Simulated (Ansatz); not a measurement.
What does this script print? It uses Ansatz's Python interface.

The script, `f2h4o2si2_deck.py`:
```python
import ansatz as az

DECK = """
crystal:
  periodic: [false, false, false]
  atoms:
    - { symbol: O, position_ang: [-1.7688, -0.839, 0.2846] }
    - { symbol: Si, position_ang: [-0.1031, -0.7408, 0.0234] }
    - { symbol: O, position_ang: [0.5635, -1.2392, 1.3848] }
    - { symbol: F, position_ang: [0.1752, -1.8126, -1.1191] }
    - { symbol: Si, position_ang: [0.5831, 1.3908, -0.6327] }
    - { symbol: F, position_ang: [0.3829, 2.4703, 0.5997] }
    - { symbol: H, position_ang: [-2.1207, -1.6879, 0.0807] }
    - { symbol: H, position_ang: [0.313, -0.7948, 2.2233] }
    - { symbol: H, position_ang: [-0.1888, 1.8894, -1.8014] }
    - { symbol: H, position_ang: [1.9889, 1.4244, -0.98] }
basis:
  gaussian: { orbitals: def2-SVP }
hamiltonian:
  xc: { name: B97M-V }
"""

session = az.Session.from_yaml(DECK)
rep = session.plan(threads=1).execute().report

print(f"E = {rep['free_energy_ev']:.6f} eV = {rep['free_energy_ev'] / 27.211386246:.7f} Ha")
print("converged:", rep["converged"], " doubts:", rep["published_state_doubts"] or "none")
symbols = ["O", "Si", "O", "F", "Si", "F", "H", "H", "H", "H"]
field = rep["mean_field"]
print("<S^2> =", round(abs(field["state"]["spin_squared"]), 4), " all-electron relativity setting:", field["relativity"])
print("passes:", field["passes"])
if "symmetry" in field:
    print("occupied orbitals by irrep:", field["symmetry"]["occupied"])
```

```console
$ python f2h4o2si2_deck.py
E = -25333.147254 eV = -930.9759902 Ha
converged: True  doubts: none
<S^2> = 0.0  all-electron relativity setting: none
passes: {'evaluations': 16, 'products': 13}
occupied orbitals by irrep: [{'A': 33}, {'A': 33}]
```

Total energies depend on the basis set; only differences at equal settings carry meaning. The geometry is a force-field or estimated start, not a minimum of this method, and the basis set is short of its limit. Run time: 20 s on 1 thread of Arm Neoverse V1, on a shared host, peak memory 0.26 GiB.
